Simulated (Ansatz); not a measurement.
# NaZr2AgF11: a short molecular-dynamics run

A trajectory of NaZr2AgF11, a randomly packed cell with 15 atoms that was not relaxed first: 40 steps of 1 fs under a Nosé-Hoover thermostat at 100 K.

Method: DFT PBE, plane waves, PAW, scalar-relativistic, no spin polarisation, in Ansatz 0.2.0.

### Step 1. Starting point

The cell holds 15 atoms (AgF11NaZr2): a = 6.494 Å, b = 6.106 Å, c = 6.105 Å, α = 95.42°, β = 79.05°, γ = 80.51°.

As a file:

```xyz
15
Lattice="6.4429 0.7955 0.1679 0.2716 6.0902 -0.3460 1.0475 -0.2838 6.0073" Properties=species:S:1:pos:R:3 pbc="T T T"
F     4.5120    1.7164    1.9993
F     4.6699    6.2350    2.6678
F     3.7331    3.4687    4.4360
F     2.3935    1.9953    4.8127
Na    0.4995   -0.0181    2.4036
F     1.0439    2.2879    3.5330
F     6.3230    4.4484    1.4710
F     5.8239    5.8642    0.2746
Zr    3.6550    4.4925    0.9978
Zr    4.9247    1.1605    5.3841
F     1.3214    3.5670    0.1533
F     7.4345    4.2853    5.0929
F     7.1783    2.5752    5.8276
F     1.7039    1.9620    1.0772
Ag    2.3925    5.5683    4.8280
```

### Step 2. The run

Contents of input.yaml:

```yaml
crystal:
  lattice:
    - [6.442936, 0.795543, 0.167912]
    - [0.271617, 6.090191, -0.345976]
    - [1.047504, -0.283827, 6.007313]
  atoms:
    - { symbol: F, position: [0.638075, 0.213732, 0.327284] }
    - { symbol: F, position: [0.605536, 0.967179, 0.482868] }
    - { symbol: F, position: [0.433066, 0.548299, 0.757912] }
    - { symbol: F, position: [0.224945, 0.336191, 0.814212] }
    - { symbol: Na, position: [0.011793, 0.014158, 0.400595] }
    - { symbol: F, position: [0.046108, 0.398071, 0.609761] }
    - { symbol: F, position: [0.913624, 0.622974, 0.255206] }
    - { symbol: F, position: [0.856367, 0.854336, 0.070972] }
    - { symbol: Zr, position: [0.507549, 0.680268, 0.191086] }
    - { symbol: Zr, position: [0.613615, 0.151774, 0.887843] }
    - { symbol: F, position: [0.17259, 0.565629, 0.053275] }
    - { symbol: F, position: [0.988914, 0.614336, 0.855531] }
    - { symbol: F, position: [0.942954, 0.344577, 0.96358] }
    - { symbol: F, position: [0.220735, 0.302201, 0.190546] }
    - { symbol: Ag, position: [0.193708, 0.928697, 0.851758] }
kpoints:
  mp_grid: { grid: [3, 3, 3] }
magnetization:
  spin_polarized: false
scf:
  occupations: { method: cold, width: 0.15 }
hamiltonian:
  pseudopotentials: { kind: paw }
  xc: pbe
basis:
  ecutwfc: 420
md:
  timestep: 1.0
  n_steps: 40
  ensemble: nvt_nose_hoover
  temperature: 100.0
  initial_velocities: maxwell_boltzmann
  seed: 580012
```

Started as:

```bash
> ansatz run input.yaml --threads 2 --pin off --max-ram 2560MiB --backend cpu --events-out ev --progress --plain --runs-dir out
```

What it wrote, shortened:

```text
Warning: md: disabling space-group detection — thermal motion breaks the input geometry's symmetry, so no spatial operation reduces the k-mesh or symmetrises the density; time reversal is kept, so that k and −k are solved as one point where they differ and the mesh holds both, and exact [...]
Warning: RAYON_NUM_THREADS=2 ignored (pool sized by the plan → 2); use --threads N
[...]
Pseudopotentials: kind: paw
Pseudopotential: F, paw, valence charge 7, recommended cutoff 420 eV (normal), F.paw.azcp
Pseudopotential: Na, paw, valence charge 9, recommended cutoff 420 eV (normal), Na.paw.azcp
Pseudopotential: Zr, paw, valence charge 12, recommended cutoff 420 eV (normal), Zr.paw.azcp
Pseudopotential: Ag, paw, valence charge 19, recommended cutoff 420 eV (normal), Ag.paw.azcp
Functional definition: PBE
[...]
Crystal: 15 atoms, lattice volume = 232.416 Å³
Basis set: ecut = 420 eV, 4537 PW (Γ), exchange–correlation on 90×90×90 points (8 copies of the dense FFT grid, shifted against one another)
Bands: 80, of which v1, the nominal top of the filled ones, is band 65 counted from 1 (64 counted from 0)
Symmetry: 1 space group operations
k-points: 14 of 27 (time reversal used)
[...]
SCF iter   1: F=—  HF=-26312.642852 eV  |F-HF|=—  |Δ(HF+E_count)|=         —  Δρ=1.25e-2  dr2=2.87e-1  ethr=1.77e-3  ⟨swp⟩=5.4  Hψ=3698  notcnv=0
[...]
md step     0: t =     0.00 fs  T =   100.0 K  F+E_penalty+E_count = -26312.62192370 eV  E_kin = 0.180964 eV  conserved = -26312.44095970 eV  (16 SCF iters)
[...]
md step     1: t =     1.00 fs  T =   172.2 K  F+E_penalty+E_count = -26312.75293731 eV  E_kin = 0.311681 eV  conserved = -26312.44125074 eV  (12 SCF iters)
[...]
SCF iter   3: F=—  HF=-26313.078617 eV  |F-HF|=—  |Δ(HF+E_count)|=   1.04e-2  S|Δr|=    0.00e0  Δρ=1.84e-3  dr2=9.46e-3  ethr=2.88e-5  ⟨swp⟩=1.0  Hψ=1120  notcnv=0
```

### Step 3. The log goes on

Output, continued, shortened:

```text
SCF iter   4: F=—  HF=-26313.079707 eV  |F-HF|=—  |Δ(HF+E_count)|=   1.09e-3  S|Δr|=    0.00e0  Δρ=9.64e-4  dr2=2.42e-3  ethr=7.33e-6  ⟨swp⟩=1.0  Hψ=1120  notcnv=0
[...]
md step     2: t =     2.00 fs  T =   352.4 K  F+E_penalty+E_count = -26313.07977160 eV  E_kin = 0.637672 eV  conserved = -26312.44199110 eV  (14 SCF iters)
[...]
md step    11: t =    11.00 fs  T =  4722.4 K  F+E_penalty+E_count = -26321.76189977 eV  E_kin = 8.545884 eV  conserved = -26312.45174089 eV  (7 SCF iters)
[...]
md step    20: t =    20.00 fs  T =  6735.9 K  F+E_penalty+E_count = -26331.35489229 eV  E_kin = 12.189546 eV  conserved = -26312.46087194 eV  (18 SCF iters)
[...]
md step    29: t =    29.00 fs  T =  4777.1 K  F+E_penalty+E_count = -26334.49934772 eV  E_kin = 8.644910 eV  conserved = -26312.46299407 eV  (7 SCF iters)
[...]
Free energy (F): -26339.478075 eV
[...]
E sigma→0 (E₀):  -26339.462971 eV
Entropy (-TS):   -0.045314 eV (-3.021 meV/atom)
Fermi energy:    4.341583 eV
[...]
--- Forces (eV/Å), atoms counted from 1 ---
  atom   1  F     -1.28444357     1.70614404    -0.00670645
  atom   2  F      2.08288336     0.10220482    -0.41198407
  atom   3  F      0.33107373    -0.79329316     2.60667230
  atom   4  F     -5.51127160     3.63776874    -1.40193232
  atom   5  Na    -0.09144979     0.49319229     0.02670467
  atom   6  F      0.16745336    -1.03922332    -0.62447546
  atom   7  F      3.43734911     0.38340103     1.50102167
  atom   8  F      0.42136646    -3.64460778     2.53286477
[...]
--- MD trajectory: 40 steps, t = 0.0 → 40.0 fs ---
  final state: T = 4143.4 K   F+E_penalty+E_count = -26339.47807535 eV   E_kin = 7.498069 eV
  conserved energy: peak-to-peak 3.365e-2 eV (2.244e-3 eV/atom) over 40.0 fs
```

It took 11 min on 2 threads of Arm Neoverse V1, shared host; peak memory 0.74 GiB.

### Step 4. The trajectory

One step in 2; energies are changes from step 0; msd is the mean square displacement from the start, the centre of mass held:

| time (fs) | T (K) | potential energy change (meV/atom) | conserved energy change (meV/atom) | msd F (Å²) | msd Na (Å²) | msd Zr (Å²) | msd Ag (Å²) |
| --- | --- | --- | --- | --- | --- | --- | --- |
| 0.0 | 100 | 0.0 | 0.00 | 0.000 | 0.000 | 0.000 | 0.000 |
| 2.0 | 352 | -30.5 | -0.07 | 0.000 | 0.000 | 0.000 | 0.000 |
| 4.0 | 1005 | -109.7 | -0.23 | 0.001 | 0.000 | 0.000 | 0.000 |
| 6.0 | 1963 | -227.3 | -0.41 | 0.004 | 0.000 | 0.000 | 0.000 |
| 8.0 | 3085 | -370.6 | -0.56 | 0.010 | 0.001 | 0.000 | 0.000 |
| 10.0 | 4210 | -528.2 | -0.67 | 0.022 | 0.001 | 0.000 | 0.000 |
| 12.0 | 5179 | -690.5 | -0.77 | 0.042 | 0.002 | 0.000 | 0.000 |
| 14.0 | 5886 | -849.4 | -0.87 | 0.071 | 0.003 | 0.000 | 0.000 |
| 16.0 | 6334 | -998.2 | -1.02 | 0.108 | 0.004 | 0.000 | 0.000 |
| 18.0 | 6604 | -1132.5 | -1.15 | 0.155 | 0.006 | 0.001 | 0.000 |
| 20.0 | 6736 | -1248.9 | -1.33 | 0.211 | 0.008 | 0.001 | 0.000 |
| 22.0 | 6677 | -1342.3 | -1.54 | 0.276 | 0.011 | 0.001 | 0.000 |
| 24.0 | 6365 | -1407.6 | -1.73 | 0.348 | 0.014 | 0.002 | 0.000 |
| 26.0 | 5807 | -1442.9 | -1.79 | 0.424 | 0.018 | 0.003 | 0.000 |
| 28.0 | 5115 | -1455.3 | -1.62 | 0.500 | 0.022 | 0.004 | 0.000 |
| 30.0 | 4479 | -1463.7 | -1.31 | 0.574 | 0.027 | 0.005 | 0.001 |
| 32.0 | 4083 | -1491.2 | -1.11 | 0.642 | 0.032 | 0.008 | 0.001 |
| 34.0 | 3987 | -1550.3 | -1.26 | 0.703 | 0.038 | 0.011 | 0.001 |
| 36.0 | 4083 | -1633.1 | -1.65 | 0.755 | 0.044 | 0.016 | 0.000 |
| 38.0 | 4181 | -1719.0 | -2.03 | 0.801 | 0.050 | 0.022 | 0.000 |
| 40.0 | 4143 | -1790.4 | -2.24 | 0.842 | 0.057 | 0.029 | 0.001 |

time (fs), T (K) and a bar:
```
      0.0        100 
      2.0        352 #
      3.0        634 ##
      5.0       1454 ######
      7.0       2513 ###########
      9.0       3657 ################
     10.0       4210 ###################
     12.0       5179 #######################
     14.0       5886 ##########################
     16.0       6334 ############################
     17.0       6486 #############################
     19.0       6689 ##############################
     21.0       6735 ##############################
     23.0       6554 #############################
     24.0       6365 ############################
     26.0       5807 ##########################
     28.0       5115 #######################
     30.0       4479 ####################
     31.0       4243 ###################
     33.0       4000 ##################
     35.0       4023 ##################
     37.0       4143 ##################
     38.0       4181 ##################
     40.0       4143 ##################
```

Pair distribution over the second half of the run:

| r (Å) | g F–F | g F–Zr | g F–Na |
| --- | --- | --- | --- |
| 0.68 | 0.00 | 0.00 | 0.00 |
| 0.84 | 0.00 | 0.00 | 0.00 |
| 1.00 | 0.00 | 0.00 | 0.00 |
| 1.16 | 0.00 | 0.00 | 0.00 |
| 1.32 | 0.00 | 0.00 | 0.00 |
| 1.48 | 0.00 | 0.00 | 0.00 |
| 1.64 | 0.14 | 1.01 | 0.00 |
| 1.80 | 0.52 | 3.01 | 0.00 |
| 1.96 | 0.28 | 1.68 | 0.00 |
| 2.12 | 0.62 | 1.22 | 0.00 |
| 2.28 | 0.99 | 2.04 | 0.63 |
| 2.44 | 1.91 | 1.47 | 2.10 |
| 2.60 | 1.30 | 1.84 | 1.69 |
| 2.76 | 1.28 | 1.25 | 1.57 |
| 2.92 | 1.16 | 1.09 | 2.66 |

First peaks of g(r) (not always the tallest), and, where a minimum follows, the mean number of second-named atoms round a first-named one up to the next minimum:

| pair | peak (Å) | height | minimum (Å) | neighbours |
| --- | --- | --- | --- | --- |
| F–F | 2.44 | 1.9 | - | - |
| F–Zr | 1.80 | 3.0 | - | - |

### Step 5. Snapshots as a file

Extended XYZ, with forces in eV/Å:

```xyz
15
Lattice="6.443 0.796 0.168 0.272 6.090 -0.346 1.048 -0.284 6.007" Properties=species:S:1:pos:R:3:forces:R:3 pbc="T T T" time_fs=6.0 T=1963 dE=-3.4089
F     4.522    1.742    1.961   -0.843    3.073   -3.403
F     4.679    6.216    2.715   -0.405   -2.311    2.912
F     3.771    3.491    4.432    3.045    1.080    0.211
F     2.426    1.933    4.809    4.345   -4.904   -0.632
Na    0.511   -0.016    2.388   -0.824    0.587   -0.712
F     1.020    2.291    3.515   -1.580    0.582   -2.279
F     6.292    4.432    1.506   -2.755   -1.042    3.353
F     5.773    5.918    0.256   -3.331    3.497   -1.435
Zr    3.654    4.495    1.001    2.683   -1.032   -0.423
Zr    4.933    1.155    5.381   -0.869    1.370    1.752
F     1.379    3.609    0.178    4.479    4.661    2.832
F     7.403    4.308    5.064   -1.631    1.782   -4.442
F     7.100    2.520    5.846   -5.258   -4.537    1.079
F     1.714    1.946    1.107    2.417   -3.094    0.892
Ag    2.394    5.570    4.823    0.528    0.288    0.297
15
Lattice="6.443 0.796 0.168 0.272 6.090 -0.346 1.048 -0.284 6.007" Properties=species:S:1:pos:R:3:forces:R:3 pbc="T T T" time_fs=11.0 T=4722 dE=-9.1400
F     4.519    1.806    1.884   -1.283    2.090   -2.595
F     4.682    6.169    2.794   -0.234   -0.976    2.309
F     3.843    3.523    4.432    2.772    0.739    0.392
F     2.513    1.816    4.798    3.623   -4.071    0.096
Na    0.512   -0.008    2.368   -0.859    0.542   -0.699
F     0.979    2.302    3.469   -0.963    0.851   -1.104
F     6.228    4.405    1.581   -3.152   -0.527    1.532
F     5.686    6.010    0.221   -3.117    2.120   -1.316
Zr    3.662    4.495    1.002    2.664   -1.408   -0.282
Zr    4.937    1.154    5.384   -0.676    1.633    1.665
F     1.487    3.707    0.238    4.123    4.133    2.502
F     7.354    4.351    4.979   -0.773    0.263   -2.958
F     6.964    2.412    5.876   -4.533   -2.991   -0.324
F     1.756    1.891    1.144    1.917   -2.688    0.481
Ag    2.396    5.572    4.820    0.491    0.291    0.301
15
Lattice="6.443 0.796 0.168 0.272 6.090 -0.346 1.048 -0.284 6.007" Properties=species:S:1:pos:R:3:forces:R:3 pbc="T T T" time_fs=17.0 T=6486 dE=-16.0103
F     4.495    1.907    1.762   -1.936    1.630   -1.358
F     4.680    6.104    2.914    0.025    0.126    1.741
F     3.963    3.569    4.439    2.302    0.217    0.862
F     2.662    1.629    4.786    2.763   -2.425    0.345
Na    0.501    0.007    2.337   -0.820    0.510   -0.613
F     0.920    2.325    3.403   -0.276    0.393   -0.322
F     6.111    4.368    1.683   -3.269   -0.036   -0.234
F     5.544    6.141    0.163   -2.926    0.613   -1.146
Zr    3.678    4.490    1.002    2.822   -1.759    0.035
Zr    4.940    1.158    5.392   -0.600    1.709    1.592
F     1.666    3.875    0.341    3.339    2.867    2.446
F     7.290    4.402    4.843   -0.065   -0.168   -1.445
F     6.749    2.251    5.902   -3.160   -1.423   -1.991
F     1.831    1.791    1.190    1.485   -2.238   -0.067
Ag    2.400    5.576    4.817    0.317   -0.017    0.154
15
Lattice="6.443 0.796 0.168 0.272 6.090 -0.346 1.048 -0.284 6.007" Properties=species:S:1:pos:R:3:forces:R:3 pbc="T T T" time_fs=23.0 T=6554 dE=-20.6812
F     4.442    2.018    1.639   -2.637    1.848    0.406
F     4.680    6.052    3.042    0.376    0.652    1.275
F     4.100    3.611    4.459    1.694   -0.178    1.523
F     2.831    1.434    4.782    1.802   -0.393    0.278
Na    0.481    0.027    2.304   -0.706    0.520   -0.423
F     0.867    2.350    3.342    0.074   -0.468   -0.280
F     5.960    4.336    1.765   -3.232    0.242   -1.395
F     5.378    6.258    0.097   -2.232   -1.416   -0.404
Zr    3.702    4.479    1.003    4.797   -1.552    0.817
Zr    4.939    1.167    5.404   -2.779    0.603    0.375
F     1.868    4.061    0.467    0.961    1.199    1.901
F     7.236    4.443    4.707    0.275    0.471   -0.262
F     6.522    2.096    5.890    0.626    1.229   -3.196
F     1.917    1.670    1.227    1.100   -1.968   -0.508
Ag    2.404    5.578    4.815   -0.120   -0.790   -0.109
15
Lattice="6.443 0.796 0.168 0.272 6.090 -0.346 1.048 -0.284 6.007" Properties=species:S:1:pos:R:3:forces:R:3 pbc="T T T" time_fs=29.0 T=4777 dE=-21.8774
F     4.356    2.141    1.545   -2.782    2.436    1.608
F     4.686    6.019    3.168    0.890    0.659    0.579
F     4.241    3.642    4.501    1.138   -0.432    2.215
F     2.997    1.269    4.783   -0.234    1.719   -0.091
Na    0.455    0.051    2.270   -0.556    0.578   -0.187
F     0.824    2.363    3.287    0.210   -1.318   -0.584
F     5.782    4.314    1.810   -2.776    0.385   -1.820
F     5.207    6.329    0.038   -0.520   -4.241    1.540
Zr    3.739    4.466    1.007   10.098   -0.812    1.859
Zr    4.927    1.176    5.415   -9.028   -2.186   -2.754
F     2.043    4.233    0.599   -4.930   -0.353    0.507
F     7.196    4.485    4.590    0.498    1.383    0.637
F     6.354    1.993    5.831    8.178    5.765   -2.460
F     2.006    1.538    1.249    0.647   -1.892   -0.742
Ag    2.407    5.577    4.813   -0.832   -1.691   -0.306
15
Lattice="6.443 0.796 0.168 0.272 6.090 -0.346 1.048 -0.284 6.007" Properties=species:S:1:pos:R:3:forces:R:3 pbc="T T T" time_fs=34.0 T=3987 dE=-23.2547
F     4.263    2.255    1.500   -2.237    2.680    1.087
F     4.702    6.004    3.261    1.483    0.367   -0.057
F     4.352    3.658    4.557    0.754   -0.585    2.610
F     3.108    1.176    4.782   -2.899    2.983   -0.656
Na    0.432    0.073    2.246   -0.375    0.606   -0.030
F     0.797    2.356    3.242    0.197   -1.671   -0.811
F     5.627    4.303    1.818   -1.451    0.468   -1.234
F     5.083    6.327    0.016    0.564   -5.323    2.931
Zr    3.790    4.454    1.014   11.610   -1.043    1.019
Zr    4.897    1.177    5.415   -8.882   -1.866   -3.082
F     2.105    4.347    0.698   -7.820   -0.388    0.216
F     7.175    4.530    4.518    0.704    1.876    0.949
F     6.333    1.990    5.758    9.374    6.012   -1.699
F     2.075    1.424    1.255    0.396   -1.923   -0.914
Ag    2.407    5.574    4.811   -1.418   -2.194   -0.328
15
Lattice="6.443 0.796 0.168 0.272 6.090 -0.346 1.048 -0.284 6.007" Properties=species:S:1:pos:R:3:forces:R:3 pbc="T T T" time_fs=40.0 T=4143 dE=-26.8562
F     4.139    2.405    1.469   -1.284    1.706   -0.007
F     4.740    5.996    3.352    2.083    0.102   -0.412
F     4.472    3.665    4.651    0.331   -0.793    2.607
F     3.170    1.131    4.771   -5.511    3.638   -1.402
Na    0.404    0.102    2.221   -0.091    0.493    0.027
F     0.774    2.325    3.186    0.167   -1.039   -0.624
F     5.459    4.300    1.811    3.437    0.383    1.501
F     4.968    6.247    0.036    0.421   -3.645    2.533
Zr    3.873    4.439    1.022    2.667   -0.959   -3.017
Zr    4.844    1.174    5.408   -0.605    1.047   -0.081
F     2.058    4.455    0.800   -4.240    0.210    0.933
F     7.165    4.601    4.460    0.868    1.431    0.511
F     6.441    2.069    5.661    3.181    1.655   -1.276
F     2.149    1.284    1.246    0.354   -1.741   -1.157
Ag    2.403    5.564    4.809   -1.777   -2.487   -0.135
```

### Step 6. Outcome

| quantity | value |
| --- | --- |
| length | 40 steps of 1 fs |
| temperature, first and last step | 100 and 4143 K |
| temperature, second half | mean 5043 K, from 3987 to 6736 K |
| potential energy, second half | -1504 meV/atom from the start |
| largest change of the conserved energy | 2.24 meV/atom |
| mean square displacement, second half | F 0.554, Na 0.029, Zr 0.009, Ag 0.000 Å² |

Against a set 100 K the second half averages 5043 K, going from 6736 to 4143 K over that half; the potential energy of that half lies 1504 meV/atom under the start, so the atoms have moved to lower-lying arrangements, and the energy set free heats the cell. The conserved energy strays from its start by at most 2.24 meV/atom, 0.4 % of the mean kinetic energy, which is good for a step of 1 fs. Over the second half F atoms stand 0.7 Å (root mean square) from where they began, and the farthest move is 1.3 Å. A run of 40 fs with 15 atoms shows the motion but fixes no equilibrium value.
